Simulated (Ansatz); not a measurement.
Run this with the Python package of Ansatz (0.2.0) and show what comes out.

`methods_brfh2osesi.py`
```python
from pathlib import Path

import ansatz as az
import numpy as np

GEOMETRY = """
O    -0.74270   -1.39200   -0.40780
Si    0.53120   -0.32540   -0.04960
F     1.83680   -1.26160    0.35850
Se    0.05820    1.04780    1.69410
Br    1.04530    0.92970   -1.86750
H    -1.52730   -0.71250   -0.65810
H    -1.14020    1.64590    0.88470
"""


def main() -> None:
    mol = az.Crystal.molecule()
    for line in GEOMETRY.strip().splitlines():
        symbol, *xyz = line.split()
        mol = mol.atom(symbol, [float(v) for v in xyz])

    model = mol.calculation().basis(gaussian="def2-SVP")

    print("functional    E (Ha)        dipole (D)   HOMO (eV)  LUMO (eV)")
    for name in ["cam_b3lyp", "r2scan0", "r2scan", "pbe0", "lc_wpbe", "lda"]:
        r = model.functional(name).forces().orbitals().run(threads=1, runs_dir="runs").report
        lines = Path(r["orbitals_path"]).read_text().splitlines()
        field_of = lambda key: [line.split("=")[1].strip() for line in lines if line.startswith(key)]
        orbitals = [(27.211386 * float(e), s, float(n)) for e, s, n in zip(field_of("Ene="), field_of("Spin="), field_of("Occup="))]
        homo = max(e for e, _, n in orbitals if n > 0.5)
        lumo = min(e for e, _, n in orbitals if n < 0.5)
        dipole = 4.803205 * np.linalg.norm(r["charge_distribution"]["dipole_moment_e_ang"])
        print(f"{name:10s} {r['free_energy_ev'] / 27.211386246:14.6f} {dipole:9.3f} {homo:11.3f} {lumo:10.3f}")


if __name__ == "__main__":
    main()
```

Output of `python methods_brfh2osesi.py`:
```text
functional    E (Ha)        dipole (D)   HOMO (eV)  LUMO (eV)
cam_b3lyp    -5441.004171     2.936      -8.828      0.123
r2scan0      -5440.646665     3.062      -7.838     -0.945
r2scan       -5440.691777     2.906      -6.695     -1.720
pbe0         -5439.926410     2.980      -7.600     -1.026
lc_wpbe      -5439.925174     2.958     -10.288      1.280
lda          -5431.492142     2.936      -6.423     -2.008
```

Reading the output:
- These settings explore the input space; basis and method may be short of convergence.
- The geometry is a force-field or estimated start, not a minimum of this method, and the basis set is short of its limit. A lower total doesn't mark the better method: functionals have no common bound, and MP2 and coupled cluster aren't variational.
- Levels such as HOMO and LUMO are orbital energies: with these approximate functionals they aren't the ionisation energy and electron affinity, and their gap isn't the fundamental gap.
- Wall time of the script: 51 s on 1 thread of Arm Neoverse V2, with other jobs on the host, peak memory 0.44 GiB.
